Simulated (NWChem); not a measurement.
# A workflow on the pair ZnH2S···SiH3OF

Aim: a single-point energy (singlet ZnSiH5SOF, B97-D/3-21G), then a single-point energy (singlet ZnH2S, B97-D/3-21G), then the energy (singlet SiH3OF, B97-D/3-21G), then a single-point energy (singlet ZnH2S, B97-D/3-21G), then the energy (singlet SiH3OF, B97-D/3-21G) of FH5OSSiZn and its partners. 

The results are computed with NWChem 7.3.0.

1 further run of the same task is left out (for a known fault of the program).

## (1) The molecule

ZnSiH5SOF has 10 atoms, charge 0, and is taken as a singlet. The two molecules were placed rigidly side by side, at 1.1 times their contact distance; the pair isn't optimised.

Bond lengths: S1–Zn2 2.172 Å, O5–Si6 1.630 Å, Si6–F7 1.596 Å, S1–H3 1.345 Å, Zn2–H4 1.532 Å, O5–H8 0.958 Å, Si6–H9 1.474 Å, Si6–H10 1.482 Å. Angles: O5–Si6–F7 111.0°, S1–Zn2–H4 179.1°, Zn2–S1–H3 92.7°, O5–Si6–H9 106.4°, O5–Si6–H10 111.7°, F7–Si6–H9 108.2°, F7–Si6–H10 106.0°, Si6–O5–H8 119.1°, H9–Si6–H10 113.7°.

## (2) The energy at B97-D/3-21G (run 1)

Input file test.nw:

```
start test
title "FH5OSSiZn B97-D"
memory total 2200 mb
charge 0
geometry noautosym nocenter noautoz
S    -0.092800   -1.453720    0.313980
Zn   -0.354500    0.578680   -0.406920
H     1.005200   -1.129730    1.019870
H    -0.557900    2.004780   -0.926920
O     0.114000    0.602600   -5.967200
Si   -0.142060    1.124820   -4.444930
F    -0.993100    2.475150   -4.440310
H     0.725390    1.081970   -6.527660
H    -0.935000    0.078160   -3.774920
H     1.130000    1.442350   -3.754690
end
basis "ao basis" spherical bse
* library 3-21G
end
dft
xc becke97-d
grid fine
convergence energy 1e-08
iterations 100
mulliken
print low
end
task dft energy
```

The run is started by

```bash
$ nwchem test.nw > test.out
```

Standard output:

```text
[...]
 d= 0,ls=0.0,diis     1  -2632.5072160012 -3.07D+03  2.89D-02  1.13D+00     1.5
[...]
 d= 0,ls=0.0,diis    11  -2632.6534243939 -7.10D-10  1.98D-07  1.49D-10    12.5
         Total DFT energy =    -2632.653424393945
      One electron energy =    -4541.309950718865
           Coulomb energy =     1609.863266404035
    Exchange-Corr. energy =     -139.562278950694
 Nuclear repulsion energy =      438.362742611627
    Dispersion correction =       -0.007203740047
[...]
      Total Density - Mulliken Population Analysis
     ---------------------------------------------
    Atom       Charge   Shell Charges
 -----------   ------   -------------------------------------------------------
    1 S   16    16.33   2.00  1.96  5.88  1.05  2.52  0.93  2.00
    2 Zn  30    29.69   2.00  2.00  6.00  2.00  5.97  1.03  0.75  0.11  0.04  5.10  4.70
    3 H    1     0.92   0.45  0.47
    4 H    1     1.06   0.42  0.64
    5 O    8     8.70   1.98  0.42  2.17  1.47  2.67
    6 Si  14    12.91   2.00  1.97  5.86  0.76  1.49  0.32  0.51
    7 F    9     9.37   1.98  0.45  2.51  1.53  2.90
    8 H    1     0.61   0.44  0.17
    9 H    1     1.19   0.45  0.74
   10 H    1     1.21   0.45  0.75
[...]
```

It took 13 s on 1 thread of Intel Xeon Platinum 8488C (Sapphire Rapids), shared host; peak memory 0.12 GiB.

## (3) ZnH2S: a single-point energy at B97-D/3-21G (run 2)

Input file job.nw:

```
start job
title "H2SZn"
memory total 2200 mb
geometry units atomic noautosym nocenter noautoz
  S  -0.17536658 -2.74713266  0.59333621
  Zn -0.66990791  1.09354671 -0.76896735
  H   1.89955270 -2.13488029  1.92727498
  H  -1.05427820  3.78848514 -1.75162494
end
basis spherical bse
  * library 3-21G
end
dft
  xc becke97-d
  grid fine
  convergence energy 1e-08
  iterations 100
  mulliken
  print low
end
task dft energy
```

The run is started by

```bash
$ nwchem job.nw > job.out
```

Standard output:

```text
[...]
 d= 0,ls=0.0,diis     1  -2168.7600977043 -2.31D+03  3.17D-02  3.71D-01     0.5
[...]
 d= 0,ls=0.0,diis    10  -2168.8163727981 -3.86D-09  8.86D-07  1.09D-09     3.7
         Total DFT energy =    -2168.816372798075
      One electron energy =    -3307.067923575742
           Coulomb energy =     1094.674587215848
    Exchange-Corr. energy =      -98.517157855474
 Nuclear repulsion energy =      142.095456867007
    Dispersion correction =       -0.001335449714
[...]
      Total Density - Mulliken Population Analysis
     ---------------------------------------------
    Atom       Charge   Shell Charges
 -----------   ------   -------------------------------------------------------
    1 S   16    16.34   2.00  1.96  5.88  1.05  2.52  0.93  2.01
    2 Zn  30    29.68   2.00  2.00  6.00  2.00  5.97  1.03  0.73  0.12  0.03  5.10  4.70
    3 H    1     0.92   0.45  0.47
    4 H    1     1.06   0.42  0.64
[...]
```

Wall time 4.2 s (1 thread of Intel Xeon Platinum 8488C (Sapphire Rapids), shared host); peak memory 0.11 GiB.

## (4) SiH3OF: a single-point energy at B97-D/3-21G (run 3)

Input file struct.nw:

```
start struct
title "FH3OSi"
memory 2200 mb
charge 0

geometry units angstrom noautosym nocenter noautoz
O     0.114000    0.602600   -5.967200
Si   -0.142060    1.124820   -4.444930
F    -0.993100    2.475150   -4.440310
H     0.725390    1.081970   -6.527660
H    -0.935000    0.078160   -3.774920
H     1.130000    1.442350   -3.754690
end

basis spherical bse
* library 3-21G
end

dft
xc becke97-d
grid fine
convergence energy 1e-08
iterations 100
mulliken
print low
end

task dft
```

The run is started by

```bash
$ nwchem struct.nw > struct.out
```

Standard output:

```text
[...]
 d= 0,ls=0.0,diis     1   -463.7434996849 -5.83D+02  4.81D-02  7.55D-01     0.4
[...]
 d= 0,ls=0.0,diis    10   -463.8312981868 -1.22D-09  6.90D-07  1.38D-09     3.1
         Total DFT energy =     -463.831298186798
      One electron energy =     -881.004358258922
           Coulomb energy =      338.701090635947
    Exchange-Corr. energy =      -41.052992200702
 Nuclear repulsion energy =      119.528380540168
    Dispersion correction =       -0.003418903288
[...]
      Total Density - Mulliken Population Analysis
     ---------------------------------------------
    Atom       Charge   Shell Charges
 -----------   ------   -------------------------------------------------------
    1 O    8     8.71   1.98  0.42  2.17  1.47  2.67
    2 Si  14    12.91   2.00  1.97  5.86  0.76  1.49  0.33  0.51
    3 F    9     9.38   1.98  0.45  2.51  1.53  2.91
    4 H    1     0.61   0.44  0.17
    5 H    1     1.18   0.45  0.73
    6 H    1     1.20   0.45  0.75
[...]
```

It took 3.6 s on 1 thread of Intel Xeon Platinum 8488C (Sapphire Rapids), shared host; peak memory 0.11 GiB.

## (5) ZnH2S among ghost functions: a single-point energy at B97-D/3-21G (with ghost functions) (run 4)

Input file nw.nw:

```
start nw
title "H2SZn energy"
memory 2200 mb

geometry units angstrom noautosym nocenter noautoz
 S       -0.092800      -1.453720       0.313980
 Zn      -0.354500       0.578680      -0.406920
 H        1.005200      -1.129730       1.019870
 H       -0.557900       2.004780      -0.926920
 bqO      0.114000     0.602600    -5.967200
 bqSi    -0.142060     1.124820    -4.444930
 bqF     -0.993100     2.475150    -4.440310
 bqH      0.725390     1.081970    -6.527660
 bqH     -0.935000     0.078160    -3.774920
 bqH      1.130000     1.442350    -3.754690
end

basis spherical bse
 S library 3-21G
 Zn library 3-21G
 H library 3-21G
 bqO library O 3-21G
 bqSi library Si 3-21G
 bqF library F 3-21G
 bqH library H 3-21G
end

dft
 xc becke97-d
 grid fine
 convergence energy 1e-08
 iterations 100
 mulliken
 noprint "final vectors analysis"
end

task dft
```

The run is started by

```bash
$ nwchem nw.nw > nw.out
```

Standard output:

```text
[...]
          Wavefunction type:  closed shell.
          No. of atoms     :    10
          No. of electrons :    48
[...]
          Charge           :     0
          Spin multiplicity:     1
[...]
          AO basis - number of functions:    81
[...]
              XC Information
              --------------
                   Becke 97-D Method XC Functional
                  Becke 1997-D Exchange Functional  1.000
                Becke 1997-D Correlation Potential  1.000
[...]
 d= 0,ls=0.0,diis     1  -2168.7615914729 -2.31D+03  1.72D-02  3.73D-01     1.4
[...]
 d= 0,ls=0.0,diis    10  -2168.8179377193 -3.89D-09  4.83D-07  1.07D-09    11.3
         Total DFT energy =    -2168.817937719272
      One electron energy =    -3307.039593910082
           Coulomb energy =     1094.642433230847
    Exchange-Corr. energy =      -98.514908505759
 Nuclear repulsion energy =      142.095466915297
    Dispersion correction =       -0.001335449576
[...]
      Total Density - Mulliken Population Analysis
     ---------------------------------------------
    Atom       Charge   Shell Charges
 -----------   ------   -------------------------------------------------------
    1 S   16    16.34   2.00  1.96  5.88  1.05  2.52  0.93  2.00
    2 Zn  30    29.67   2.00  2.00  6.00  2.00  5.97  1.03  0.73  0.12  0.04  5.10  4.70
    3 H    1     0.92   0.45  0.47
    4 H    1     1.07   0.42  0.64
    5 X    0    -0.00  -0.00  0.00 -0.00 -0.00 -0.00
    6 X    0     0.00   0.00  0.00 -0.00  0.00 -0.00 -0.00  0.00
    7 X    0    -0.00   0.00  0.00 -0.00 -0.00 -0.00
    8 X    0    -0.00  -0.00 -0.00
    9 X    0     0.00   0.00  0.00
   10 X    0     0.00  -0.00  0.00
[...]
```

Wall time 12 s (1 thread of Intel Xeon Platinum 8488C (Sapphire Rapids), shared host); peak memory 0.12 GiB.

## (6) SiH3OF among ghost functions: a single-point energy at B97-D/3-21G (with ghost functions) (run 5)

Input file fh3osi.nw:

```
start fh3osi
title "FH3OSi"
memory 2200 mb

geometry units bohr noautosym nocenter noautoz
O   0.21542878  1.13874896 -11.27637373
Si -0.26845449  2.12560174 -8.39970034
F  -1.87668701  4.67735562 -8.39096981
H   1.37078843  2.04462698 -12.33548963
H  -1.76689393  0.14770099 -7.13356494
H   2.13539052  2.72564648 -7.09533578
bqS     -0.175367    -2.747133     0.593336
bqZn    -0.669908     1.093547    -0.768967
bqH      1.899553    -2.134880     1.927275
bqH     -1.054278     3.788485    -1.751625
end

basis "ao basis" spherical bse
O library 3-21G
Si library 3-21G
F library 3-21G
H library 3-21G
bqS library S 3-21G
bqZn library Zn 3-21G
bqH library H 3-21G
end

dft
xc becke97-d
grid fine
convergence energy 1e-08
iterations 100
mulliken
print low
end

task dft energy
```

The run is started by

```bash
$ nwchem fh3osi.nw > fh3osi.out
```

Standard output:

```text
[...]
 d= 0,ls=0.0,diis     1   -463.7461599910 -5.83D+02  2.22D-02  7.54D-01     1.4
[...]
 d= 0,ls=0.0,diis    10   -463.8338935477 -1.22D-09  3.20D-07  1.37D-09    10.9
         Total DFT energy =     -463.833893547702
      One electron energy =     -880.956467655537
           Coulomb energy =      338.645201391072
    Exchange-Corr. energy =      -41.047580260543
 Nuclear repulsion energy =      119.528371880189
    Dispersion correction =       -0.003418902884
[...]
      Total Density - Mulliken Population Analysis
     ---------------------------------------------
    Atom       Charge   Shell Charges
 -----------   ------   -------------------------------------------------------
    1 O    8     8.71   1.98  0.42  2.17  1.47  2.67
    2 Si  14    12.91   2.00  1.97  5.86  0.76  1.50  0.32  0.51
    3 F    9     9.37   1.98  0.45  2.51  1.53  2.90
    4 H    1     0.61   0.44  0.17
    5 H    1     1.18   0.45  0.73
    6 H    1     1.21   0.45  0.75
    7 X    0    -0.00   0.00  0.00 -0.00  0.00 -0.00 -0.00 -0.00
    8 X    0     0.01  -0.00 -0.00 -0.00 -0.00 -0.00 -0.00 -0.00  0.00  0.01 -0.00 -0.00
    9 X    0    -0.00  -0.00 -0.00
   10 X    0     0.00   0.00  0.00
[...]
```

Run time: 11 s. Hardware: 1 thread of Intel Xeon Platinum 8488C (Sapphire Rapids), shared host; peak memory 0.12 GiB.

## (7) Results

| quantity | value |
| --- | --- |
| run 1, B97-D/3-21G: total energy | -2632.65342 Eh |
| run 1, B97-D/3-21G: dispersion energy | -18.91 kJ/mol |
| ZnH2S: total energy | -2168.81637 Eh |
| ZnH2S: dispersion energy | -3.51 kJ/mol |
| SiH3OF: total energy | -463.83130 Eh |
| SiH3OF: dispersion energy | -8.98 kJ/mol |
| ZnH2S among ghost functions: total energy | -2168.81794 Eh |
| ZnH2S among ghost functions: dipole moment | 1.75 D |
| ZnH2S among ghost functions: dispersion energy | -3.51 kJ/mol |
| SiH3OF among ghost functions: total energy | -463.83389 Eh |
| SiH3OF among ghost functions: dispersion energy | -8.98 kJ/mol |
| interaction energy of the rigid parts ZnH2S and SiH3OF (parts in their own basis; closest atoms 3.34 Å apart) | -0.157 eV |
| interaction energy of the rigid parts ZnH2S and SiH3OF (parts in the whole basis, counterpoise; closest atoms 3.34 Å apart) | -0.043 eV |

In words: The interaction energy of the rigid parts ZnH2S and SiH3OF (parts in their own basis; closest atoms 3.34 Å apart) is −0.16 eV (−3.6 kcal/mol): the parts attract. Without counterpoise this holds the superposition error of the basis. The interaction energy of the rigid parts ZnH2S and SiH3OF (parts in the whole basis, counterpoise; closest atoms 3.34 Å apart) is −0.04 eV (−1.0 kcal/mol): the parts attract. The basis-set superposition error is 10.9 kJ/mol. Mulliken charges (ZnH2S) run from -0.34 on S1 to +0.32 on Zn2; they depend strongly on the basis. Mulliken charges (SiH3OF) run from -0.71 on O1 to +1.09 on Si2.
